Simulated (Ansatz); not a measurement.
From input file to script: AlClGeH4, SMILES [AlH2][GeH2][Cl] in Ansatz 0.2.0.

```yaml
crystal:
  periodic: [false, false, false]
  atoms:
    - { symbol: Al, position_ang: [-0.8082, 0.339, -1.0976] }
    - { symbol: Ge, position_ang: [0.8166, -0.2017, 0.5642] }
    - { symbol: Cl, position_ang: [0.1286, -1.9426, 1.6501] }
    - { symbol: H, position_ang: [-1.9495, -0.6627, -1.3783] }
    - { symbol: H, position_ang: [-1.3269, 1.9009, -1.1928] }
    - { symbol: H, position_ang: [2.1669, -0.4919, -0.1388] }
    - { symbol: H, position_ang: [1.0337, 0.991, 1.5475] }
basis:
  gaussian:
    orbitals: def2-SVP
correlation:
  method: sc_nevpt2
  active_space:
    window:
      electrons: 6
      orbitals: 6
```

`cas_alclgeh4.py`:
```python
"""Active-space calculation on AlClGeH4."""

import ansatz
from ase import Atoms

atoms = Atoms(["Al", "Ge", "Cl", "H", "H", "H", "H"], positions=[
    [-0.8082, 0.339, -1.0976],
    [0.8166, -0.2017, 0.5642],
    [0.1286, -1.9426, 1.6501],
    [-1.9495, -0.6627, -1.3783],
    [-1.3269, 1.9009, -1.1928],
    [2.1669, -0.4919, -0.1388],
    [1.0337, 0.991, 1.5475],
])
molecule = ansatz.Crystal.molecule_from_ase(atoms)

job = molecule.calculation()
job = job.basis(gaussian="def2-SVP").correlation(active_electrons=6, active_orbitals=6)
for method in ["sc_nevpt2"]:
    report = (job if method is None else job.correlation(method)).run(threads=1, backend="cpu").report
    space = report["configurations"]
    state = space["states"][0]
    print(method or "casscf", f"total {report['free_energy_ev'] / 27.211386246:.6f} Ha, active-space state {state['energy']['hartree']:.6f} Ha, mean field {report['reference_energy_ev'] / 27.211386246:.6f} Ha")
    print("  determinants", state["n_determinants"], " natural occupations", [round(n, 3) for n in space["natural_occupations"]])
print("effectively unpaired electrons, sum of min(n, 2 - n):", round(sum(min(n, 2 - n) for n in space["natural_occupations"]), 3))
```

```console
$ python cas_alclgeh4.py
sc_nevpt2 total -2779.063704 Ha, active-space state -2778.681671 Ha, mean field -2778.637817 Ha
  determinants 400  natural occupations [1.98, 1.975, 1.973, 0.027, 0.025, 0.019]
effectively unpaired electrons, sum of min(n, 2 - n): 0.145
```

Notes:
- Total energies depend on the basis set; only differences at equal settings carry meaning.
- The geometry is a force-field or estimated start, not a minimum of this method, and the basis set is short of its limit. The active space starts as a window about the frontier orbitals and is then optimised, not chosen by chemistry.
- Wall time of the script: 10 s on 1 thread of Arm Neoverse V1, with other jobs on the host, peak memory 0.31 GiB.

(Lines on the test bed's own set-up are left out of the output.)
